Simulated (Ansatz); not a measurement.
# SiGeH₂ (singlet): the correlation ladder, cc-pVDZ

The task here is to estimate one member of a computed series from the others.

Computed with Ansatz 0.2.0, Gaussian basis. Level: cc-pVDZ, core rule «outside noble gas», up to 19 orbitals frozen.

Plan: UHF; CCSD(T) on RHF; CCSD(T) on UHF; BCCD(T) on RHF; CISD; CCSDT(Q) on RHF; CCSDT(Q) on UHF; CCSDTQ on RHF; CASSCF and MRCISD+Q, 10 electrons in 10 orbitals; CASSCF and NEVPT4(SD), 10 electrons in 10 orbitals; CASSCF and NEVPT2, 10 electrons in 10 orbitals.

4 further runs of the same task are left out: 4 set aside as unsound or not needed.

### The geometry

The geometry is a PBE0/def2-TZVP stationary point (not a proven minimum). No spin-orbit coupling is included. The filled d shell of Ge may be among the frozen orbitals whatever the setting's name suggests; the logs give the count.

4 atoms, charge 0, spin multiplicity 1.

Atoms are counted from 1 here; the program's logs count them from 0.

Bond lengths: Si1–Ge2 2.151 Å, Si1–H3 1.691 Å, Ge2–H3 1.746 Å, Ge2–H4 1.541 Å. Angles: Ge2–Si1–H3 52.4°, Si1–Ge2–H3 50.1°, Si1–Ge2–H4 159.6°, H3–Ge2–H4 109.5°, Si1–H3–Ge2 77.4°.

Set-up of the first run:

in.yaml reads:

```yaml
crystal:
  periodic: [false, false, false]
  atoms:
    - {symbol: Si, position_ang: [0.000000, -0.003907, 1.566064]}
    - {symbol: Ge, position_ang: [0.000000, -0.023839, -0.584529]}
    - {symbol: H, position_ang: [0.000000, 1.326646, 0.522598]}
    - {symbol: H, position_ang: [0.000000, 0.500279, -2.034109]}
basis:
  gaussian: {orbitals: cc-pVDZ}
magnetization: {spin_polarized: true, initial_magnetization: 0}
hamiltonian: {xc: hf}
output: {orbitals: {seedname: orbitals}}
```

Run with:

```
> ansatz run in.yaml --threads 1 --pin off --events-out ev --progress --plain --max-ram 4096MiB --backend cpu
```

Among the steps run: UHF; CCSD(T) on RHF; CCSD(T) on UHF; BCCD(T) on RHF; CISD; CCSDT(Q) on RHF; CCSDT(Q) on UHF; CCSDTQ on RHF; CASSCF and MRCISD+Q, 10 electrons in 10 orbitals; CASSCF and NEVPT4(SD), 10 electrons in 10 orbitals; CASSCF and NEVPT2, 10 electrons in 10 orbitals.

One table of the session follows, with a row left open; its other results are not shown here.

| method | from RCCSDTQ (kJ/mol) |
| --- | --- |
| RHF | +603.1 |
| UHF | +596.9 |
| RMP2 | ? |
| CISD | +87.9 |
| RCCSD | +34.7 |
| RCCSD(T) | +5.6 |
| BCCD(T) | +5.6 |
| RCCSDT | +2.5 |
| RCCSDT(Q) | 0.0 |
| RCCSDTQ | 0 |
| CASSCF valence | +339.1 |
| NEVPT2 valence | +80.8 |
| NEVPT4(SD) valence | +7.6 |
| MRCISD valence | +23.9 |
| MRCISD+Q valence | -0.2 |

Estimate the missing values for RMP2.

**Answer.** from RCCSDTQ (kJ/mol): +116.3. In the column «from RCCSDTQ (kJ/mol)» it lies between CISD (+87.9) and CASSCF valence (+339.1).
